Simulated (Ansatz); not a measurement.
# In2Sb: the cost of one run

Program: Ansatz 0.2.0. Level of theory: DFT r2SCAN, scalar-relativistic, plane waves, PAW. These are calculated values, not measurements.

## Step 1: Starting point

Symmetry: P4/nmm, No. 129, tetragonal system. Conventional cell: a = 4.737 Å, b = 4.737 Å, c = 7.228 Å, α = 90.00°, β = 90.00°, γ = 90.00°. Around In (site symmetry -4m2) lie 8 In at 3.07 to 3.35 Å and 4 Sb at 3.21 Å. In (site symmetry 4mm) is surrounded by 4 In at 3.07 Å and 5 Sb at 3.11 to 3.36 Å. Sb (site symmetry 4mm) is surrounded by 9 In at 3.11 to 3.36 Å.

Structure file:

```cif
data_structure
_symmetry_space_group_name_H-M 'P 1'
_symmetry_Int_Tables_number 1
_cell_length_a 4.7375
_cell_length_b 4.7375
_cell_length_c 7.2285
_cell_angle_alpha 90.000
_cell_angle_beta 90.000
_cell_angle_gamma 90.000
_cell_volume 162.23
loop_
_atom_site_label
_atom_site_type_symbol
_atom_site_fract_x
_atom_site_fract_y
_atom_site_fract_z
_atom_site_occupancy
In1 In 0.00000 0.00000 0.00000 1
In2 In 0.50000 0.50000 0.00000 1
In3 In 0.00000 0.50000 0.27000 1
In4 In 0.50000 0.00000 0.73000 1
Sb1 Sb 0.00000 0.50000 0.70000 1
Sb2 Sb 0.50000 0.00000 0.30000 1
```

(A quick probe on a coarse mesh, which set the mesh and smearing, is not shown.)

## Step 3: Coarse relaxation

Input file input.yaml:

```yaml
crystal:
  lattice:
    - [4.737487153, 0.0, 0.0]
    - [0.0, 4.737487153, 0.0]
    - [0.0, 0.0, 7.2284654932]
  atoms:
    - { symbol: In, position: [0.0, 0.0, 0.0] }
    - { symbol: In, position: [0.5, 0.5, 0.0] }
    - { symbol: In, position: [0.0, 0.5, 0.27] }
    - { symbol: In, position: [0.5, 0.0, 0.73] }
    - { symbol: Sb, position: [0.0, 0.5, 0.7] }
    - { symbol: Sb, position: [0.5, 0.0, 0.3] }
basis:
  ecutwfc: 500
kpoints:
  mp_grid: { grid: [4, 4, 4] }
hamiltonian:
  xc: r2scan
scf:
  occupations: { method: gaussian, width: 0.1 }
  lower_state_search: "off"
output:
  forces: true
  stress: true
  eigenvalues: true
relax:
  adjacent_minimum: "off"
  f_tol: 0.04
  max_steps: 70
  cell: { stress_tol: 0.4 }
```

Started as:

```
ansatz run input.yaml --threads 1 --pin off --max-ram 2560MiB --backend cpu --events-out ev --progress --plain --runs-dir out
```

Q: Estimate wall time and peak memory on 1 thread of Intel Xeon 6975P-C (Granite Rapids), shared host.

About 1.9 min, with a peak of 0.88 GiB.
